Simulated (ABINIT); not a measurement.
The system is B2P.

```
CELL_PARAMETERS angstrom
1.51512 0.87475 3.92488
-1.51512 0.87475 3.92488
0.00000 -1.74950 3.92488
ATOMIC_POSITIONS crystal
B 0.42934 0.42934 0.42934
B 0.57066 0.57066 0.57066
P 0.00000 0.00000 0.00000
```

The cell was built by a generator and needn't be a form met in nature.

```yaml
Program: ABINIT 10.8.3 (patched build)
Task: single point
Functional: PBE
Potentials_or_basis: JTH PAW PBE v2.0
Cutoff: 544 eV
k_mesh: 10 × 10 × 10
Occupations: fermi-dirac, width 0.05 eV
Spin: no spin polarisation
```

On this cell: pressure -0.4 GPa; largest force 0.082 eV/Å; band gap on the k mesh none (metal or under the smearing width).

The same run follows on a disturbed copy (atoms moved at random, drawn with an rms of 0.05 Å):

```
B P
1.0
     1.51512    0.87475    3.92488
    -1.51512    0.87475    3.92488
     0.00000   -1.74950    3.92488
B P
2 1
Direct
  0.41296 0.42770 0.44210
  0.58661 0.56078 0.57035
  0.00563 0.99460 0.00116
```

Question: What changes?

Answer: The energy (extrapolated to zero smearing) moves by +10.4 meV/atom; pressure -0.1 GPa; largest force 0.928 eV/Å; band gap on the k mesh none (metal or under the smearing width).

Forces on the atoms (eV/Å):
```
B    0.217  0.193  0.881
B   -0.204 -0.127 -0.843
P   -0.013 -0.066 -0.038
```

Stress tensor (GPa, compression positive):
```
 1.04 -0.57  0.40
-0.57  1.98  0.37
 0.40  0.37 -3.34
```

Caveats: the atomic spheres overlap.
